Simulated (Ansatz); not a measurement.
HfIn4SiO6:

```
Hf In Si O
1.0
     2.71585   -4.70357    0.00833
     2.71585    4.70357    0.00833
    -1.87915    0.00000    7.40127
Hf In Si O
1 4 1 6
Direct
  0.78835 0.21165 0.00000
  0.62175 0.37825 0.50000
  0.45502 0.54498 0.00000
  0.28407 0.71593 0.50000
  0.95814 0.04186 0.50000
  0.12168 0.87832 0.00000
  0.06219 0.11415 0.86666
  0.88585 0.93781 0.13334
  0.79490 0.53784 0.86663
  0.46216 0.20510 0.13337
  0.15352 0.62879 0.13333
  0.37121 0.84648 0.86667
```

The cell was built by a generator and needn't be a form met in nature.

Base run:

```yaml
Program: Ansatz 0.2.0
Functional: PBE
Potentials_or_basis: Ansatz PAW
Cutoff: "420 eV (not typed: the program's choice for these potentials)"
k_mesh: 6 × 6 × 4
Occupations: fermi-dirac, width 0.05 eV
Spin: no spin polarisation
Hubbard_terms: Hf d U = 4 eV
```

Its results: band gap on the k mesh none (metal or under the smearing width); pressure 1.0 GPa; largest force 0.199 eV/Å.

Q: After a change of settings the same cell gave: band gap on the k mesh none (metal or under the smearing width); pressure 1.6 GPa; largest force 0.317 eV/Å. Which change was it?
A. hubbard terms from Hf d U = 4 eV to none; hubbard projectors from ortho-atomic (the default) to none
B. hubbard terms from Hf d U = 4 eV to Hf d U = 6 eV
C. hubbard terms from Hf d U = 4 eV to Hf d U = 2 eV
D. potentials or basis from Ansatz PAW to PseudoDojo standard (PBE files); cutoff from 420 eV (not typed: the program's choice for these potentials) to 1143 eV; hubbard terms from Hf d U = 4 eV to none; hubbard projectors from ortho-atomic (the default) to none; valence electrons from 118 to 104

A: B.

Caveats: U without spin polarisation on a metal has little footing.
